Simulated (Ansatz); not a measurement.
# ClCo: the cost of one run

Method: def2-TZVPP, core rule «outside noble gas», up to 14 orbitals frozen; program: Ansatz 0.2.0, Gaussian basis.

Plan: UHF; ROHF; CCSD(T) on UHF.

2 further runs of the same task are left out: 2 set aside as unsound or not needed.

**1. The system**

The geometry is a PBE0/def2-TZVP stationary point (not a proven minimum) of the parent state, kept for this charge and spin.

2 atoms, charge 0, spin multiplicity 3.

Atoms are counted from 1 here; the program's logs count them from 0.

Bond lengths: Co1–Cl2 2.112 Å.

**2. UHF**

The input, in.yaml:

```yaml
crystal:
  periodic: [false, false, false]
  atoms:
    - {symbol: Co, position_ang: [0.000000, 0.000000, 0.000000]}
    - {symbol: Cl, position_ang: [0.000000, 0.000000, 2.112200]}
basis:
  gaussian: {orbitals: def2-TZVPP}
magnetization: {spin_polarized: true, initial_magnetization: 2}
hamiltonian: {xc: hf}
output: {orbitals: {seedname: orbitals}}
```

The run is started by

```
$ ansatz run in.yaml --threads 1 --pin off --events-out ev --progress --plain --max-ram 4096MiB --backend cpu
```

**Question.** How long does this run take on 1 thread of AMD EPYC 7R13, shared host, and how much memory does it need?

About 27 s, with a peak of 0.34 GiB.
